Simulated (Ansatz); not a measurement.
**Si5H12: a ladder of functionals and wavefunction methods**

One table from this session's results is given with a row withheld; the runs are named, their logs left out.

Method: functionals in def2-TZVPP, the program's frozen cores in correlated methods; program: Ansatz 0.2.0, Gaussian basis.

Levels to be run: LDA (SPW92), PBE-D4, revPBE-D4, BLYP-D4, r2SCAN-D4, B97M-V, PBE0-D4, B3LYP-D4, r2SCANh-D4, r2SCAN0-D4, HSE06-D4, BHLYP-D4, CAM-B3LYP-D4, LC-ωPBE, ωB97X-V, ωB97M-V, B2PLYP, PBE-QIDH; CCSD(T)/def2-SVP; CCSD(T)/def2-TZVPP; MP2/def2-QZVPP; extrapolation to the limit; RPA on PBE.

## The relaxed structure

An earlier PBE0-D4 in a triple-zeta def2 set relaxation fixed the geometry.

SMILES `[SiH3][Si]([SiH3])([SiH3])[SiH3]`, 17 atoms, charge 0, spin multiplicity 1.

Atoms are counted from 1 here; the program's logs count them from 0.

Bond lengths: Si1–Si2 2.336 Å, Si1–H6 1.488 Å, Si1–H7 1.488 Å, Si1–H8 1.488 Å, Si2–Si3 2.336 Å, Si2–Si4 2.336 Å, Si2–Si5 2.336 Å, Si3–H9 1.488 Å, Si3–H10 1.488 Å, Si3–H11 1.488 Å, Si4–H12 1.488 Å, Si4–H13 1.488 Å, Si4–H14 1.488 Å, Si5–H15 1.488 Å, Si5–H16 1.488 Å, Si5–H17 1.488 Å. Angles: Si2–Si1–H6 110.2°, Si2–Si1–H7 110.2°, Si2–Si1–H8 110.3°, H6–Si1–H7 108.7°, H6–Si1–H8 108.7°, H7–Si1–H8 108.7°, Si1–Si2–Si3 109.4°, Si1–Si2–Si4 109.5°, Si1–Si2–Si5 109.5°, Si3–Si2–Si4 109.5°, Si3–Si2–Si5 109.4°, Si4–Si2–Si5 109.6°, Si2–Si3–H9 110.2°, Si2–Si3–H10 110.2°, Si2–Si3–H11 110.3°, H9–Si3–H10 108.7°, H9–Si3–H11 108.7°, H10–Si3–H11 108.7° and more.

Set-up of the first run:

Contents of in.yaml:

```yaml
crystal:
  periodic: [false, false, false]
  atoms:
    - {symbol: Si, position_ang: [-0.373074, 1.166569, -1.986135]}
    - {symbol: Si, position_ang: [-0.001919, -0.001102, 0.002540]}
    - {symbol: Si, position_ang: [2.215462, 0.293843, 0.674347]}
    - {symbol: Si, position_ang: [-0.416060, -2.274172, -0.339833]}
    - {symbol: Si, position_ang: [-1.431075, 0.812833, 1.661207]}
    - {symbol: H, position_ang: [-0.119185, 2.618766, -1.784770]}
    - {symbol: H, position_ang: [0.535411, 0.667316, -3.053516]}
    - {symbol: H, position_ang: [-1.780170, 0.986259, -2.434948]}
    - {symbol: H, position_ang: [2.471074, -0.440435, 1.942946]}
    - {symbol: H, position_ang: [2.498313, 1.737999, 0.893841]}
    - {symbol: H, position_ang: [3.142746, -0.220398, -0.369454]}
    - {symbol: H, position_ang: [-0.165871, -3.037937, 0.912339]}
    - {symbol: H, position_ang: [0.474064, -2.804778, -1.407574]}
    - {symbol: H, position_ang: [-1.830651, -2.482674, -0.751119]}
    - {symbol: H, position_ang: [-2.850220, 0.623156, 1.256459]}
    - {symbol: H, position_ang: [-1.199632, 0.090219, 2.941114]}
    - {symbol: H, position_ang: [-1.188318, 2.264037, 1.882657]}
basis:
  gaussian: {orbitals: def2-TZVPP}
hamiltonian: {xc: lda}
output: {orbitals: {seedname: orbitals}}
```

Steps of the session up to this table: LDA; PBE-D4 (GGA); revPBE-D4 (GGA); BLYP-D4 (GGA); r2SCAN-D4 (meta-GGA); B97M-V (meta-GGA); PBE0-D4 (hybrid); B3LYP-D4 (hybrid); r2SCANh-D4 (hybrid); r2SCAN0-D4 (hybrid); HSE06-D4 (hybrid); BHLYP-D4 (hybrid); CAM-B3LYP-D4 (range-separated); LC-ωPBE (range-separated); ωB97X-V (range-separated); ωB97M-V (range-separated); B2PLYP (double hybrid); PBE-QIDH (double hybrid).

One of the session's tables, all rows but one given; the rest of the session is left out.

It belongs to the step «Frontier levels by functional». 

| functional | HOMO (eV) | gap (eV) |
| --- | --- | --- |
| LDA (SPW92) | -7.03 | 5.69 |
| PBE-D4 | -6.97 | 5.81 |
| revPBE-D4 | -6.94 | 5.87 |
| BLYP-D4 | -6.83 | 5.87 |
| r2SCAN-D4 | -7.22 | 6.28 |
| B97M-V | -7.39 | 6.21 |
| PBE0-D4 | -8.02 | 7.65 |
| B3LYP-D4 | ? | ? |
| r2SCANh-D4 | -7.60 | 6.93 |
| r2SCAN0-D4 | -8.18 | 7.91 |
| HSE06-D4 | -7.63 | 6.89 |
| BHLYP-D4 | -8.97 | 9.53 |
| CAM-B3LYP-D4 | -9.24 | 9.95 |
| LC-ωPBE | -10.51 | 12.23 |
| ωB97X-V | -10.21 | 11.81 |
| ωB97M-V | -9.97 | 11.30 |

**Question.** Estimate the row for B3LYP-D4.

Worked estimate for «HOMO (eV)». Against the share of exact exchange, BLYP-D4 (0, -6.83), BHLYP-D4 (0.5, -8.97) give a slope of -4.28 per unit share; at 0.2 the line stands at -7.69.

**Answer.** HOMO (eV): -7.83; gap (eV): 7.33. In «HOMO (eV)» the line misses by +0.14.
